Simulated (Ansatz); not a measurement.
CsBa3:

```
Ba Cs
1.0
     0.00000    5.22128    5.22128
     5.22128    0.00000    5.22128
     5.22128    5.22128    0.00000
Ba Cs
3 1
Cartesian
  5.2213 5.2213 5.2213
  7.8319 7.8319 7.8319
  2.6106 2.6106 2.6106
  0.0000 0.0000 0.0000
```

The cell comes from a database or a generator and needn't be the stable form of this composition.

* Program: Ansatz 0.2.0
* Task: relaxation of cell and atoms
* Functional: PBEsol
* Potentials or basis: Ansatz PAW
* Cutoff: 420 eV (not typed: the program's choice for these potentials)
* k mesh: 5 × 5 × 5
* Occupations: fermi-dirac, width 0.05 eV
* Spin: no spin polarisation

At the start: volume 71.17 Å³/atom.

Task: How do energy, volume and symmetry change on relaxing?

Result: It ends after 4 steps and the volume is 64.82 Å³/atom (-8.9 %); space group Fm-3m (No. 225, to 0.05 Å).

Step by step:
```tsv
step	energy change (eV)	largest force (eV/Å)	volume (Å³)
1	0.0000	0.0000	284.68
2	-0.0134	0.0000	279.88
3	-0.0382	0.0000	259.28
4	-0.0381	0.0000	259.28
```

Final structure:
```
CELL_PARAMETERS angstrom
0.00000 5.06113 5.06113
5.06113 0.00000 5.06113
5.06113 5.06113 0.00000
ATOMIC_POSITIONS crystal
Ba 0.50000 0.50000 0.50000
Ba 0.75000 0.75000 0.75000
Ba 0.25000 0.25000 0.25000
Cs 0.00000 0.00000 0.00000
```

Caveat: the plane-wave basis is chosen anew once the cell has moved, so the energies of steps on either side of that aren't comparable; the PAW data sets come from PBE, with cores solved anew for the run's functional, which leaves a small shift of forces and pressure.
